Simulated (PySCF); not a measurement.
# [PrF3(NH3)]+: other functionals and bases at one geometry

An exercise on one series of results from a longer session: the logs are not shown, and one member is left open.

Method: several levels, as the steps say, no spin–orbit coupling; program: PySCF 2.14.0.

1 further run of the same task is left out (for a known fault of the program).

## Starting geometry

8 atoms, charge 1, spin multiplicity 1.

Bond lengths: Pr1–F2 1.989 Å, Pr1–F3 1.989 Å, Pr1–F4 1.989 Å, Pr1–N5 2.490 Å, N5–H6 1.028 Å, N5–H7 1.028 Å, N5–H8 1.028 Å. Angles: F2–Pr1–F3 113.8°, F2–Pr1–F4 113.8°, F2–Pr1–N5 104.7°, F3–Pr1–F4 113.8°, F3–Pr1–N5 104.7°, F4–Pr1–N5 104.7°, Pr1–N5–H6 113.7°, Pr1–N5–H7 113.7°, Pr1–N5–H8 113.7°, H6–N5–H7 104.9°, H6–N5–H8 104.9°, H7–N5–H8 104.9°.

Coordinates:

```
Pr    0.0626   -0.0626    0.0626
F     1.1400    1.2154    1.1400
F    -1.2154   -1.1400    1.1400
F     1.1400   -1.1400   -1.2154
N    -1.3753    1.3753   -1.3753
H    -1.9983    1.9983   -0.8448
H    -0.8448    1.9983   -1.9983
H    -1.9983    0.8448   -1.9983
```

Formal oxidation states: Pr +4. Each metal's 1 4f electrons lie in its core potential, so multiplicities, spins and levels count the valence alone. An earlier session relaxed this geometry at PBE0, Pr lcecp-2-SVP with ECP47, F def2-SVP, N def2-SVP, H def2-SVP (singlet, point group C3v).

At PBE0 on the finer grid: E = -394.745237 Eh, frontier levels not given, since the 4f levels lie in the core, Mulliken charge on Pr1 +1.72 e, largest force component 0.007 eV/Å. 

Levels to run: TPSSh; wB97X; PBE0, TZVP. Hardware: 2 threads of AMD EPYC 9B45 (Zen 5), shared host.

The first run:

run.py (the lines that set the calculation)

```python
mol = gto.M(atom='''
Pr     0.06263    -0.06263     0.06263
F      1.13997     1.21543     1.13997
F     -1.21543    -1.13997     1.13997
F      1.13997    -1.13997    -1.21543
N     -1.37525     1.37525    -1.37525
H     -1.99825     1.99825    -0.84481
H     -0.84481     1.99825    -1.99825
H     -1.99825     0.84481    -1.99825''',
    basis={'Pr': 'lcecp-2-SVP', 'F': 'def2-SVP', 'N': 'def2-SVP', 'H': 'def2-SVP'},
    ecp={'Pr': 'lcecp-2-SVP'},
    charge=1, spin=0)
mf = dft.RKS(mol, xc='TPSSH')
mf.grids.atom_grid = (75, 302)  # f atoms: unpruned, at least (60, 302)
mf = mf.density_fit()  # fitting sets: Pr AutoAux, F def2-universal-JKFIT, N def2-universal-JKFIT, H def2-universal-JKFIT
mf.conv_tol = 1e-08; mf.max_cycle = 55
mf.kernel(dm0)  # dm0: the density of the relaxed state
```

On the command line:

```console
$ OMP_NUM_THREADS=2 python run.py
```

Among the steps run: TPSSh; wB97X; PBE0, TZVP.

One table of the session follows, with a row left open; its other results are not shown here.

| level | charge on Pr1 (e) | dipole (D) | largest force component (eV/Å) |
| --- | --- | --- | --- |
| PBE0 (relaxed here) | 1.72 | 7.79 | 0.01 |
| TPSSh | 1.67 | 7.66 | 0.20 |
| wB97X | ? | ? | ? |
| PBE0, TZVP | 1.98 | 7.81 | 0.26 |

**Question.** Estimate the row for wB97X.

**Answer.** charge on Pr1 (e): 1.75; dipole (D): 7.76; largest force component (eV/Å): 0.08. In the column «charge on Pr1 (e)» it lies between PBE0 (relaxed here) (1.72) and PBE0, TZVP (1.98).

The dipole of a charged species depends on the origin, so these sizes hold for this origin alone.

The largest leftover force, 0.26 eV/Å with PBE0, TZVP, stands at a geometry relaxed at another level. With 4f in the core, its levels are missing from HOMO and gap, and its count is fixed, so no charge can pass from the ligands into it. Total energies of different levels can't be compared.
